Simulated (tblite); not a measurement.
# C5H14BNSi: the cost of one run

The runs use tblite 0.8.0 and PySCF 2.14.0, with density-fitted response routines of our own; the level of theory stands in each step. All values are computed, except where a source is named. Atoms count from 0, in the outputs and in this text.

## Step 1: The starting structure

22 atoms, charge 0, multiplicity 1; geometry from: force field or distance geometry start.

Bonds of the start (Å): C0–C1 1.32, C1–Si2 1.82, Si2–C3 1.88, C3–B4 1.61, B4–N5 1.51, N5–C6 1.45, N5–C7 1.43, C0–H8 1.07, C0–H9 1.08, C1–H10 1.11, Si2–H11 1.49, Si2–H12 1.46, C3–H13 1.08, C3–H14 1.11, B4–H15 1.18, C6–H16 1.12, C6–H17 1.12, C6–H18 1.10, C7–H19 1.12, C7–H20 1.12, C7–H21 1.10.

## Step 2: Relaxing the molecule with GFN2-xTB

The job: settings as JSON, then the geometry in Å.

```
{"job": {"kind": "relax", "xc": "GFN2-xTB", "basis": "xTB"}, "charge": 0, "multiplicity": 1}
C      3.881900     1.022400     0.037600
C      3.338300    -0.043600     0.597600
Si     1.819900    -0.874400     0.030100
C      0.383700     0.343800     0.080700
B     -0.875000    -0.384300     0.783000
N     -2.296800    -0.074300     0.374800
C     -2.811900    -1.127000    -0.470500
C     -2.491100     1.211400    -0.218200
H      3.480900     1.529800    -0.814600
H      4.785900     1.420200     0.484000
H      3.843600    -0.480600     1.480500
H      1.466500    -2.026300     0.906500
H      2.027700    -1.376500    -1.330100
H      0.080400     0.551200    -0.939700
H      0.632800     1.257600     0.655600
H     -0.662700    -1.477100     1.177800
H     -2.111600    -1.994700    -0.361000
H     -2.828600    -0.733300    -1.515700
H     -3.843700    -1.350600    -0.153100
H     -3.203200     1.047800    -1.061900
H     -3.026700     1.889700     0.499000
H     -1.601000     1.688200    -0.644000
```

Command:

```sh
$ OMP_NUM_THREADS=1 python probes_run.py task.json out
```

This one command runs all jobs of the session in turn.

**Question.** How long does this first job take on 1 thread of Arm Neoverse V2, shared host, and how much memory does it need?

About 1.3 s, with a peak of 0.18 GiB.
